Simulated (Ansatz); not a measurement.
# H5NO2Sn: two torsions

How does the energy of H₅NO₂Sn, SMILES [NH2][SnH]([OH])[OH] change over two coordinates at once? A grid of runs gives the map.

Computed with Ansatz 0.2.0. Level: RKS SPW92 (LDA)/def2-SVP.

## (1) Where the work starts

9 atoms, charge 0, spin multiplicity 1.

Atoms are counted from 1 here; the program's logs count them from 0.

Bond lengths: N1–Sn2 2.053 Å, N1–H5 1.029 Å, N1–H6 1.030 Å, Sn2–O3 2.011 Å, Sn2–O4 2.008 Å, Sn2–H7 1.729 Å, O3–H8 0.977 Å, O4–H9 0.978 Å. Angles: Sn2–N1–H5 112.0°, Sn2–N1–H6 108.4°, H5–N1–H6 106.8°, N1–Sn2–O3 101.1°, N1–Sn2–O4 108.9°, N1–Sn2–H7 119.6°, O3–Sn2–O4 108.6°, O3–Sn2–H7 114.3°, O4–Sn2–H7 104.0°, Sn2–O3–H8 109.8°, Sn2–O4–H9 108.2°.

Coordinates:

```xyz
9

N    -0.8294    0.9015   -1.1389
Sn    0.4670    0.1490    0.2647
O     0.8053   -1.6924   -0.4681
O    -0.4997   -0.0248    2.0157
H    -0.5226    1.8164   -1.4962
H    -0.8466    0.2578   -1.9429
H     1.9000    1.0307    0.6641
H     1.0596   -2.2952    0.2574
H    -1.4449   -0.1893    1.8270
```

This geometry comes from a loose relaxation at PBE in a small basis, which is not shown.

## (2) Geometry optimisation

Input file input.yaml:

```yaml
crystal:
  periodic: [false, false, false]
  atoms:
    - { symbol: "N", position_ang: [-0.829361, 0.901478, -1.138851] }
    - { symbol: Sn, position_ang: [0.46698, 0.149021, 0.264731] }
    - { symbol: O, position_ang: [0.805265, -1.692393, -0.468138] }
    - { symbol: O, position_ang: [-0.499734, -0.0248, 2.0157] }
    - { symbol: H, position_ang: [-0.522635, 1.816356, -1.496166] }
    - { symbol: H, position_ang: [-0.84658, 0.257826, -1.942924] }
    - { symbol: H, position_ang: [1.899979, 1.03066, 0.664129] }
    - { symbol: H, position_ang: [1.059583, -2.295232, 0.257394] }
    - { symbol: H, position_ang: [-1.444897, -0.189316, 1.827025] }
basis:
  gaussian: { orbitals: def2-SVP }
hamiltonian:
  xc: lda
output:
  forces: true
relax:
  f_tol: 0.003
  max_steps: 120
```

Launch:

```
> ansatz run input.yaml --threads 1 --pin off --max-ram 2560MiB --backend cpu --events-out ev --progress --plain --runs-dir out
```

Output, shortened:

```text
Warning: RAYON_NUM_THREADS=1 ignored (pool sized by the plan → 1); use --threads N
[...]
Functional definition: SPW92
[...]
1039 factors; their error is unknown
[...]
mean field -11441.38368921 eV, -420.4630953300 hartree, gradient 3.8e-5 eV, S^2 0.000000; 0 other end points of the search recorded, 0 dependent functions left out
[...]
reference -11441.38372849 eV, -420.4630967736 hartree; 25, 25 occupied and 68, 68 virtual orbitals, 1039 factors
relax step   1: F+E_penalty+E_count = -11441.38368921 eV  Δ(F+E_penalty+E_count) = +0.000e0 eV  max|allowed force component| = 5.638e-1 eV/Å  Δτ_max = 0.0000 Å  (27 SCF iters, accepted)
[...]
relax step   3: F+E_penalty+E_count = -11441.41667685 eV  Δ(F+E_penalty+E_count) = -3.018e-3 eV  max|allowed force component| = 8.168e-2 eV/Å  Δτ_max = 0.0244 Å  (29 SCF iters, accepted)
[...]
relax step   5: F+E_penalty+E_count = -11441.41778583 eV  Δ(F+E_penalty+E_count) = -2.730e-4 eV  max|allowed force component| = 2.836e-2 eV/Å  Δτ_max = 0.0102 Å  (28 SCF iters, accepted)
[...]
relax step   7: F+E_penalty+E_count = -11441.41786646 eV  Δ(F+E_penalty+E_count) = -2.640e-5 eV  max|allowed force component| = 1.591e-2 eV/Å  Δτ_max = 0.0090 Å  (29 SCF iters, accepted)
[...]
relax step   8: F+E_penalty+E_count = -11441.41789881 eV  Δ(F+E_penalty+E_count) = -3.234e-5 eV  max|allowed force component| = 1.631e-2 eV/Å  Δτ_max = 0.0088 Å  (29 SCF iters, accepted)
[...]
relax step   9: F+E_penalty+E_count = -11441.41790572 eV  Δ(F+E_penalty+E_count) = -6.911e-6 eV  max|allowed force component| = 2.942e-3 eV/Å  Δτ_max = 0.0020 Å  (23 SCF iters, accepted)
1039 factors; their error is unknown
mean field -11441.41790572 eV, -420.4643527635 hartree, gradient 8.8e-6 eV, S^2 0.000000; 1 other end points of the search recorded, 0 dependent functions left out
[...]
reference -11441.41794494 eV, -420.4643542051 hartree; 25, 25 occupied and 68, 68 virtual orbitals, 1039 factors
Total energy: -11441.41794494 eV, -420.4643542051 hartree
Atom 0 at    -0.791019     0.880095    -1.110540 Å, force     0.001226    -0.002942     0.000753 eV/Å
Atom 1 at     0.490642     0.158179     0.266155 Å, force    -0.001097     0.000931     0.000458 eV/Å
Atom 2 at     0.833125    -1.649428    -0.467983 Å, force     0.000233     0.000376    -0.000173 eV/Å
Atom 3 at    -0.485049    -0.064631     1.972592 Å, force     0.000377    -0.000195     0.000405 eV/Å
Atom 4 at    -0.553143     1.809124    -1.480191 Å, force    -0.000218     0.000966    -0.001366 eV/Å
Atom 5 at    -0.863599     0.217344    -1.895762 Å, force    -0.000336     0.001846     0.000085 eV/Å
Atom 6 at     1.904515     1.041637     0.674626 Å, force    -0.000343    -0.000618    -0.000319 eV/Å
Atom 7 at     0.991146    -2.286377     0.256443 Å, force    -0.000078    -0.000245     0.000398 eV/Å
Atom 8 at    -1.438018    -0.152343     1.767560 Å, force     0.000235    -0.000119    -0.000241 eV/Å
Dipole moment:     0.029815     0.160796    -0.219628 e Å
```

Run time: 21 s. Hardware: 1 thread of Arm Neoverse V1, shared host; peak memory 0.12 GiB.

Along the way:

| step | energy from step 1 (eV) | largest force component (eV/Å) |
| --- | --- | --- |
| 1 | 0.0000 | 0.5638 |
| 2 | -0.0300 | 0.0956 |
| 3 | -0.0330 | 0.0817 |
| 4 | -0.0338 | 0.0713 |
| 5 | -0.0341 | 0.0284 |
| 6 | -0.0342 | 0.0104 |
| 7 | -0.0342 | 0.0159 |
| 8 | -0.0342 | 0.0163 |
| 9 | -0.0342 | 0.0029 |

Distances of close pairs at the start and the end, largest changes first:

| bond | before (Å) | after (Å) | change (Å) |
| --- | --- | --- | --- |
| N1–Sn2 | 2.053 | 2.015 | -0.039 |
| Sn2–O3 | 2.011 | 1.981 | -0.030 |
| Sn2–O4 | 2.008 | 1.978 | -0.029 |
| Sn2–H7 | 1.729 | 1.717 | -0.013 |
| N1–H5 | 1.029 | 1.028 | -0.001 |
| O4–H9 | 0.978 | 0.979 | +0.001 |
| O3–H8 | 0.977 | 0.977 | +0.001 |
| N1–H6 | 1.030 | 1.030 | -0.000 |

## (3) The grid

The axes are (1) dihedral N1–Sn2–O3–H8: 18 values from −180 to 160 °, periodic; (2) dihedral N1–Sn2–O4–H9: 18 values from −180 to 160 °, periodic.

Nothing else is relaxed (all other coordinates rigid). Energies count from the relaxed molecule at the same level. Points are written as (first, second).

Of the runs on the grid, 3 are shown in the steps below; the others differ only in the two coordinates.

## (4) The run at (−160°, 20°)

Input file input.yaml:

```yaml
crystal:
  periodic: [false, false, false]
  atoms:
    - { symbol: "N", position_ang: [-0.791019, 0.880095, -1.11054] }
    - { symbol: Sn, position_ang: [0.490642, 0.158179, 0.266155] }
    - { symbol: O, position_ang: [0.833125, -1.649428, -0.467983] }
    - { symbol: O, position_ang: [-0.485049, -0.064631, 1.972592] }
    - { symbol: H, position_ang: [-0.553143, 1.809124, -1.480191] }
    - { symbol: H, position_ang: [-0.863599, 0.217344, -1.895762] }
    - { symbol: H, position_ang: [1.904515, 1.041637, 0.674626] }
    - { symbol: H, position_ang: [1.180226, -2.239652, 0.229602] }
    - { symbol: H, position_ang: [-1.442408, -0.098447, 1.772087] }
basis:
  gaussian: { orbitals: def2-SVP }
hamiltonian:
  xc: lda
output:
  forces: true
```

Launch:

```
> ansatz run input.yaml --threads 1 --pin off --max-ram 2560MiB --backend cpu --events-out ev --progress --plain --runs-dir out
```

Output, shortened:

```text
Warning: RAYON_NUM_THREADS=1 ignored (pool sized by the plan → 1); use --threads N
[...]
[... 1 set-up line as earlier in the session ...]
[...]
1039 factors; their error is unknown
[...]
mean field -11441.41456802 eV, -420.4642301054 hartree, gradient 4.4e-5 eV, S^2 0.000000; 0 other end points of the search recorded, 0 dependent functions left out
[...]
reference -11441.41460720 eV, -420.4642315452 hartree; 25, 25 occupied and 68, 68 virtual orbitals, 1039 factors
Total energy: -11441.41460720 eV, -420.4642315452 hartree
Atom 0 at    -0.791019     0.880095    -1.110540 Å, force    -0.005428    -0.022932     0.010271 eV/Å
Atom 1 at     0.490642     0.158179     0.266155 Å, force    -0.010791    -0.005328     0.005936 eV/Å
Atom 2 at     0.833125    -1.649428    -0.467983 Å, force     0.024088     0.020111    -0.000548 eV/Å
Atom 3 at    -0.485049    -0.064631     1.972592 Å, force    -0.000515     0.040885     0.000210 eV/Å
Atom 4 at    -0.553143     1.809124    -1.480191 Å, force     0.010325    -0.007134     0.001963 eV/Å
Atom 5 at    -0.863599     0.217344    -1.895762 Å, force    -0.006761     0.007942    -0.001498 eV/Å
Atom 6 at     1.904515     1.041637     0.674626 Å, force     0.012792     0.005792     0.002881 eV/Å
Atom 7 at     1.180226    -2.239652     0.229602 Å, force    -0.026109    -0.013237    -0.012338 eV/Å
Atom 8 at    -1.442408    -0.098447     1.772087 Å, force     0.002397    -0.026100    -0.006878 eV/Å
Dipole moment:     0.085689     0.187930    -0.230112 e Å
```

Run time: 1.9 s. Hardware: 1 thread of Arm Neoverse V1, shared host; peak memory 0.11 GiB.

That is 3.3 meV from the zero.

## (5) Grid point (−140°, 20°)

input.yaml, as its differences from that of step 4:

```diff
@@ -10,3 +10,3 @@
     - { symbol: H, position_ang: [1.904515, 1.041637, 0.674626] }
-    - { symbol: H, position_ang: [1.180226, -2.239652, 0.229602] }
+    - { symbol: H, position_ang: [0.8703, -2.308023, 0.253362] }
     - { symbol: H, position_ang: [-1.442408, -0.098447, 1.772087] }
```

Launch:

```
> ansatz run input.yaml --threads 1 --pin off --max-ram 2560MiB --backend cpu --events-out ev --progress --plain --runs-dir out
```

Output, shortened:

```text
Warning: RAYON_NUM_THREADS=1 ignored (pool sized by the plan → 1); use --threads N
[...]
[... 1 set-up line as earlier in the session ...]
[...]
1039 factors; their error is unknown
[...]
mean field -11441.41694156 eV, -420.4643173314 hartree, gradient 4.3e-5 eV, S^2 0.000000; 0 other end points of the search recorded, 0 dependent functions left out
[...]
reference -11441.41698067 eV, -420.4643187687 hartree; 25, 25 occupied and 68, 68 virtual orbitals, 1039 factors
Total energy: -11441.41698067 eV, -420.4643187687 hartree
Atom 0 at    -0.791019     0.880095    -1.110540 Å, force    -0.002482     0.024889     0.003542 eV/Å
Atom 1 at     0.490642     0.158179     0.266155 Å, force     0.008883    -0.006779    -0.002892 eV/Å
Atom 2 at     0.833125    -1.649428    -0.467983 Å, force    -0.004982    -0.001087     0.004777 eV/Å
Atom 3 at    -0.485049    -0.064631     1.972592 Å, force    -0.011526    -0.004873    -0.001694 eV/Å
Atom 4 at    -0.553143     1.809124    -1.480191 Å, force    -0.007405     0.005549    -0.005532 eV/Å
Atom 5 at    -0.863599     0.217344    -1.895762 Å, force     0.004107    -0.004437     0.005680 eV/Å
Atom 6 at     1.904515     1.041637     0.674626 Å, force     0.004252    -0.010063    -0.013248 eV/Å
Atom 7 at     0.870300    -2.308023     0.253362 Å, force     0.010678     0.004738     0.013305 eV/Å
Atom 8 at    -1.442408    -0.098447     1.772087 Å, force    -0.001524    -0.007937    -0.003939 eV/Å
Dipole moment:    -0.007409     0.172341    -0.217748 e Å
```

Wall time 1.9 s (1 thread of Arm Neoverse V1, shared host); peak memory 0.11 GiB.

On the map this point reads 1.0 meV.

## (6) The run at (−120°, −80°)

input.yaml, as its differences from that of step 5:

```diff
@@ -10,4 +10,4 @@
     - { symbol: H, position_ang: [1.904515, 1.041637, 0.674626] }
-    - { symbol: H, position_ang: [0.8703, -2.308023, 0.253362] }
-    - { symbol: H, position_ang: [-1.442408, -0.098447, 1.772087] }
+    - { symbol: H, position_ang: [0.562982, -2.334389, 0.174915] }
+    - { symbol: H, position_ang: [-0.54518, 0.811836, 2.403951] }
 basis:
```

Launch:

```
> ansatz run input.yaml --threads 1 --pin off --max-ram 2560MiB --backend cpu --events-out ev --progress --plain --runs-dir out
```

Output, shortened:

```text
Warning: RAYON_NUM_THREADS=1 ignored (pool sized by the plan → 1); use --threads N
[...]
[... 1 set-up line as earlier in the session ...]
[...]
1039 factors; their error is unknown
[...]
mean field -11441.26081279 eV, -420.4585797048 hartree, gradient 3.4e-5 eV, S^2 0.000000; 0 other end points of the search recorded, 0 dependent functions left out
[...]
reference -11441.26085153 eV, -420.4585811286 hartree; 25, 25 occupied and 68, 68 virtual orbitals, 1039 factors
Total energy: -11441.26085153 eV, -420.4585811286 hartree
Atom 0 at    -0.791019     0.880095    -1.110540 Å, force     0.052633     0.131004    -0.033791 eV/Å
Atom 1 at     0.490642     0.158179     0.266155 Å, force    -0.080537    -0.086210    -0.151279 eV/Å
Atom 2 at     0.833125    -1.649428    -0.467983 Å, force    -0.053016     0.140895     0.207460 eV/Å
Atom 3 at    -0.485049    -0.064631     1.972592 Å, force    -0.054730    -0.106593     0.066511 eV/Å
Atom 4 at    -0.553143     1.809124    -1.480191 Å, force     0.003489     0.006714    -0.046677 eV/Å
Atom 5 at    -0.863599     0.217344    -1.895762 Å, force     0.001016    -0.018411     0.026433 eV/Å
Atom 6 at     1.904515     1.041637     0.674626 Å, force     0.152269     0.069978    -0.130986 eV/Å
Atom 7 at     0.562982    -2.334389     0.174915 Å, force     0.015610    -0.018111     0.031034 eV/Å
Atom 8 at    -0.545180     0.811836     2.403951 Å, force    -0.036734    -0.119267     0.031294 eV/Å
Dipole moment:     0.167350     0.415367    -0.054025 e Å
```

Wall time 1.8 s (1 thread of Arm Neoverse V1, shared host); peak memory 0.11 GiB.

That is 157 meV from the zero.

## (7) The map

324 points were computed. Energies in meV, from the relaxed molecule at the same level; the table lists every other line.

```tsv
dihedral N1–Sn2–O4–H9 (°) ↓, dihedral N1–Sn2–O3–H8 (°) →	−180	−140	−100	−60	−20	20	60	100	140
140	171	179	173	171	198	226	220	190	169
100	109	139	173	179	180	190	189	160	119
60	36	48	101	146	158	154	143	116	70
20	16	1	38	103	146	152	133	102	59
−20	86	63	78	132	194	227	213	173	127
−60	164	145	157	200	259	302	301	262	207
−100	167	144	162	209	262	296	298	269	216
−140	152	117	121	169	226	253	245	222	190
−180	169	142	126	151	203	233	221	196	181
```

On the same grid, dipole moment (D):

| dihedral N1–Sn2–O4–H9 (°) ↓, dihedral N1–Sn2–O3–H8 (°) → | −180 | −140 | −100 | −60 | −20 | 20 | 60 | 100 | 140 |
| --- | --- | --- | --- | --- | --- | --- | --- | --- | --- |
| 140 | 2.64 | 1.78 | 1.14 | 1.38 | 2.18 | 2.88 | 3.34 | 3.51 | 3.28 |
| 100 | 2.09 | 1.31 | 1.10 | 1.71 | 2.46 | 2.99 | 3.24 | 3.19 | 2.80 |
| 60 | 1.66 | 1.01 | 1.36 | 2.18 | 2.91 | 3.34 | 3.40 | 3.12 | 2.51 |
| 20 | 1.85 | 1.33 | 1.80 | 2.65 | 3.39 | 3.80 | 3.80 | 3.42 | 2.72 |
| −20 | 2.39 | 1.85 | 2.11 | 2.87 | 3.63 | 4.10 | 4.16 | 3.85 | 3.21 |
| −60 | 2.90 | 2.23 | 2.17 | 2.76 | 3.54 | 4.11 | 4.31 | 4.16 | 3.65 |
| −100 | 3.22 | 2.46 | 2.08 | 2.43 | 3.20 | 3.87 | 4.24 | 4.27 | 3.92 |
| −140 | 3.29 | 2.45 | 1.81 | 1.95 | 2.71 | 3.48 | 3.99 | 4.16 | 3.93 |
| −180 | 3.07 | 2.19 | 1.43 | 1.48 | 2.28 | 3.08 | 3.64 | 3.87 | 3.69 |

The largest force on an atom (eV/Å) at each point:

```
dihedral N1–Sn2–O4–H9 (°) ↓, dihedral N1–Sn2–O3–H8 (°) →  −180  −140  −100   −60   −20    20    60   100   140
                                                     140  0.26  0.26  0.25  0.29  0.31  0.28  0.30  0.25  0.23
                                                     100  0.21  0.26  0.23  0.24  0.26  0.26  0.35  0.29  0.19
                                                      60  0.14  0.20  0.18  0.21  0.23  0.23  0.33  0.27  0.15
                                                      20  0.08  0.03  0.16  0.25  0.26  0.23  0.24  0.21  0.13
                                                     −20  0.17  0.16  0.24  0.31  0.30  0.29  0.31  0.26  0.16
                                                     −60  0.27  0.28  0.23  0.28  0.33  0.33  0.31  0.25  0.24
                                                    −100  0.23  0.23  0.21  0.23  0.28  0.28  0.27  0.25  0.25
                                                    −140  0.25  0.25  0.21  0.22  0.25  0.22  0.22  0.24  0.24
                                                    −180  0.26  0.26  0.22  0.28  0.30  0.24  0.23  0.24  0.24
```

Energy (meV) at eleven even steps along the easiest path on the interpolated surface, from (−140°, 20°): 0, 20, 75, 124, 149, 142, 125, 99, 61, 22, 0.

## (8) Results

| quantity | value |
| --- | --- |
| lowest point | (−140°, 20°), 1.0 meV |
| highest computed point | (40°, −80°), 313 meV above the lowest |
| dipole moment (D) | 1.01 at (−140°, 60°) to 4.32 at (80°, −80°); 1.33 at the lowest point |
| largest force on an atom (eV/Å) | 0.03 at (−140°, 20°) to 0.36 at (60°, 80°); 0.03 at the lowest point |
| time for the whole task | 11 min on 1 thread, shared host |

What this shows: The lowest computed point is at (−140°, 20°), 1.0 meV from the relaxed molecule at the same level. There is a further well near (−120°, −160°) (111 meV above the lowest at that grid point). The highest computed point, (40°, −80°), lies 313 meV above the lowest. On the interpolated surface the easiest way out of the lowest well to its copy in the next cell or period passes a barrier of about 150 meV. Round the minimum the valley is somewhat tilted: raising dihedral N1–Sn2–O3–H8 shifts the best value of dihedral N1–Sn2–O4–H9 downwards (coupling k₁₂/√(k₁₁k₂₂) about 0.3).
